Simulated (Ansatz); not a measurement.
Geometry optimisation, DFT LDA, scalar-relativistic, plane waves, PAW (Ansatz 0.2.0).

Input:

```yaml
crystal:
  lattice:
    - [-2.2915, 3.968994, 5.189]
    - [4.583, 0.0, 5.189]
    - [4.583, 7.937989, 0.0]
  atoms:
    - { symbol: Si, position: [0.9467207, 0.386258, 0.0275794] }
    - { symbol: Si, position: [0.5590289, 0.1108982, 0.9411383] }
    - { symbol: Si, position: [-0.0010677, 0.008658, 0.2783122] }
    - { symbol: O, position: [0.0780216, 0.1686971, 0.1111814] }
    - { symbol: O, position: [0.9930321, 0.590795, 0.0510061] }
    - { symbol: O, position: [0.3040821, 0.6041094, 0.1469515] }
    - { symbol: O, position: [0.4291798, 0.3236932, 0.9913358] }
    - { symbol: O, position: [0.5179087, 0.9145393, 0.0853688] }
    - { symbol: O, position: [0.2032583, 0.8923327, 0.3543563] }
    - { symbol: Si, position: [0.9445413, 0.3924994, 0.5253939] }
    - { symbol: Si, position: [0.5555739, 0.1012571, 0.4432014] }
    - { symbol: Si, position: [0.0026083, -0.0035313, 0.7767577] }
    - { symbol: O, position: [0.9841741, 0.5897971, 0.5529112] }
    - { symbol: O, position: [0.2965821, 0.6056327, 0.6498969] }
    - { symbol: O, position: [0.4275924, 0.3353655, 0.4828719] }
    - { symbol: O, position: [0.5110773, 0.9178942, 0.5902297] }
    - { symbol: F, position: [0.1917823, 0.8937919, 0.85512], spin: 1.0 }
    - { symbol: Si, position: [0.4442044, 0.8856028, 0.2772867] }
    - { symbol: Si, position: [0.0489386, 0.6104396, 0.1970471] }
    - { symbol: Si, position: [0.5024555, 0.4956577, 0.5270209] }
    - { symbol: O, position: [0.5798698, 0.6658349, 0.3556217] }
    - { symbol: O, position: [0.4846203, 0.0819324, 0.3113261] }
    - { symbol: O, position: [0.7982959, 0.1148088, 0.4023845] }
    - { symbol: O, position: [0.933867, 0.8311683, 0.2333065] }
    - { symbol: O, position: [0.0155646, 0.4181504, 0.3405254] }
    - { symbol: O, position: [0.701773, 0.3904718, 0.6031655] }
    - { symbol: Si, position: [0.4424212, 0.8945513, 0.7820064] }
    - { symbol: Si, position: [0.0640497, 0.6051759, 0.6915813] }
    - { symbol: Si, position: [0.4898132, 0.5034681, 0.0197445] }
    - { symbol: O, position: [0.5747125, 0.6702128, 0.8684669] }
    - { symbol: O, position: [0.4951408, 0.0858143, 0.802747] }
    - { symbol: O, position: [0.8008336, 0.1088457, 0.8979226] }
    - { symbol: O, position: [0.919131, 0.8356753, 0.7353573] }
    - { symbol: O, position: [0.0110064, 0.4205951, 0.8443792] }
    - { symbol: O, position: [0.6938486, 0.39638, 0.110691] }
magnetization:
  spin_polarized: true
basis:
  ecutwfc: 420.0
kpoints:
  mp_grid: { grid: [2, 2, 2] }
hamiltonian:
  xc: lda
  pseudopotentials: { kind: paw, azcp: { folder: soft_1 } }
scf:
  occupations: { method: gaussian, width: 0.02 }
  lower_state_search: "off"
relax:
  f_tol: 0.03
  max_steps: 60
  adjacent_minimum: "off"
```

Launched with:

```bash
$ ansatz run input.yaml --threads 4 --pin off --max-ram 10240MiB --backend cpu --events-out ev --progress --plain --runs-dir out
```

Task: Where does it end, and by what steps?

Result: It converged. Limits of this set-up: coarse k mesh, PAW files made for another functional, a small cell, in which the defect meets its images, a typed lattice constant that wasn't relaxed here. After 13 steps the energy has fallen by 4.639 eV; Si12 moved furthest, 0.49 Å. The start is strongly strained (largest force component 8 eV/Å). Joined: Si10–Si12 (2.94 → 2.33 Å).

```
step  energy less start (eV)  largest force component (eV/Å)  accepted
   0                  0.0000                           8.430       yes
   1                 -2.1989                           5.566       yes
   2                 -3.7547                           3.141       yes
   3                 -4.3357                           1.110       yes
   4                 -4.5263                           0.572       yes
   5                 -4.5849                           0.688       yes
   6                 -4.6038                           0.327       yes
   7                 -4.6267                           0.109       yes
   8                 -4.6323                           0.109       yes
   9                 -4.6365                           0.051       yes
  10                 -4.6375                           0.104       yes
  11                 -4.6383                           0.031       yes
  12                 -4.6386                           0.050       yes
  13                 -4.6389                           0.025       yes
```

```xyz
35
Lattice="-2.2915 3.9690 5.1890 4.5830 0.0000 5.1890 4.5830 7.9380 0.0000" Properties=species:S:1:pos:R:3
Si -0.259 3.980 6.936
Si 3.512 9.679 3.529
Si 1.251 2.191 -0.010
O 1.049 1.158 1.212
O 0.665 4.440 8.158
O 2.760 2.516 4.676
O 5.051 9.524 3.957
O 3.336 2.760 7.476
O 5.253 3.585 5.707
Si 2.061 8.015 6.819
Si 1.255 5.751 3.436
Si 3.587 5.827 0.333
O 2.983 8.284 8.132
O 5.100 6.300 4.738
O 2.789 5.536 3.854
O 5.709 6.736 7.346
F 7.638 7.987 5.517
Si 4.271 3.940 6.939
Si 3.539 1.891 3.409
Si 3.570 6.109 5.149
O 3.335 5.120 6.397
O 0.636 4.351 2.984
O 0.484 6.364 4.709
O 2.761 5.622 9.070
O 3.356 2.880 2.143
O 3.043 7.535 5.625
Si 6.693 7.915 6.862
Si 5.931 5.656 3.522
Si 1.271 2.223 5.199
O 5.733 9.143 6.451
O 3.038 8.253 2.942
O 2.715 10.229 4.820
O 5.080 9.318 9.348
O 5.805 6.682 2.286
O 0.673 3.623 5.678
```

Whether the end is a true minimum wasn't checked by a vibrational analysis.

Time of the run: 4.8 min on 4 threads of Arm Neoverse V2 (shared host), peak memory 1.3 GiB.
